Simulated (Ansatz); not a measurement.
Run this with the Ansatz DFT code, driven from Python and show what comes out.

Script `ch4albo_field.py`:
```python
import ansatz as az
from ase import Atoms
import numpy as np

atoms = Atoms(['C', 'B', 'O', 'Al', 'H', 'H', 'H', 'H'], positions=[
    (-0.2375, 1.2041, -0.3208),
    (0.5439, 0.0618, 0.3085),
    (1.6337, -0.9207, 0.225),
    (0.3979, -1.9715, 0.6602),
    (0.3638, 2.1366, -0.4517),
    (-1.1499, 1.5046, 0.3195),
    (-0.6261, 0.9442, -1.3295),
    (-0.8336, -3.0162, 0.5329),
])
geometry = az.Crystal.molecule_from_ase(atoms)

calculation = (
    geometry.calculation()
    .basis(gaussian='def2-SVPD')
    .functional('hf')
    .forces()
)
centre = np.mean([site.position_ang for site in geometry.cartesian_sites], axis=0)
field = 2 * 14.399645 * 4.0 / 25.0 ** 2


def dipole(axis, sign):
    arm = 25.0 * np.eye(3)[axis]
    pair = [{'charge': sign * 4.0, 'position_ang': (centre - arm).tolist()}, {'charge': -sign * 4.0, 'position_ang': (centre + arm).tolist()}]
    deck = calculation.input().set(az.key.basis.gaussian.point_charges, pair)
    return np.array(az.Session.from_dict(deck).plan().execute().report['charge_distribution']['dipole_moment_e_ang'])


print(f'field {field:.4f} V/A')
alpha = np.array([(dipole(axis, 1) - dipole(axis, -1)) / (2 * field) * 14.399645 for axis in range(3)])
print('polarisability tensor (A^3)')
print(np.array2string(alpha, precision=3, suppress_small=True))
print(f'mean {np.trace(alpha) / 3:.3f} A^3 = {np.trace(alpha) / 3 / 0.14818471:.2f} bohr^3')
```

```console
$ python ch4albo_field.py
field 0.1843 V/A
polarisability tensor (A^3)
[[ 8.138  0.462  0.025]
 [ 0.508 12.128 -1.62 ]
 [ 0.039 -1.613  8.95 ]]
mean 9.739 A^3 = 65.72 bohr^3
```

The geometry is a force-field or estimated start, not a minimum of this method, and the basis set is short of its limit. The field of two point charges is only nearly even. Finished in 12 s on 1 thread of Arm Neoverse V2, with other jobs on the host, peak memory 0.29 GiB.
